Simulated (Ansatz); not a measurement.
MgI2:

```
CELL_PARAMETERS angstrom
4.14000 0.00000 0.00000
-2.07000 3.58535 0.00000
0.00000 0.00000 6.88000
ATOMIC_POSITIONS crystal
I 0.66667 0.33333 0.75000
I 0.33333 0.66667 0.25000
Mg 0.00000 0.00000 0.00000
```

```yaml
Program: Ansatz 0.2.0
Task: relaxation of cell and atoms
Functional: LDA
Potentials_or_basis: Ansatz PAW
Cutoff: "420 eV (not typed: the program's choice for these potentials)"
k_mesh: 8 × 8 × 4
Occupations: fermi-dirac, width 0.05 eV
Spin: no spin polarisation
```

At the start: volume 34.04 Å³/atom.

Task: Where does the relaxation end?

Result: It ends after 5 steps and the volume is 32.09 Å³/atom (-5.7 %); space group P-3m1 (No. 164, to 0.05 Å).

Step by step:
| step | energy change (eV) | largest force (eV/Å) | volume (Å³) |
| --- | --- | --- | --- |
| 1 | 0.0000 | 0.3748 | 102.12 |
| 2 | -0.0348 | 0.1950 | 99.39 |
| 3 | -0.0472 | 0.0037 | 96.75 |
| 4 | -0.0474 | 0.0015 | 96.28 |
| 5 | -0.0465 | 0.0015 | 96.28 |

Final structure:
```yaml
crystal:
  lattice:
    - [4.07323, 0.00000, 0.00000]
    - [-2.03662, 3.52752, 0.00000]
    - [0.00000, 0.00000, 6.70087]
  atoms:
    - { symbol: I, position: [0.66667, 0.33333, 0.75247] }
    - { symbol: I, position: [0.33333, 0.66667, 0.24753] }
    - { symbol: Mg, position: [0.00000, 0.00000, 0.00000] }
```

Caveat: the plane-wave basis is chosen anew once the cell has moved, so the energies of steps on either side of that aren't comparable; the PAW data sets come from PBE, with cores solved anew for the run's functional, which leaves a small shift of forces and pressure.
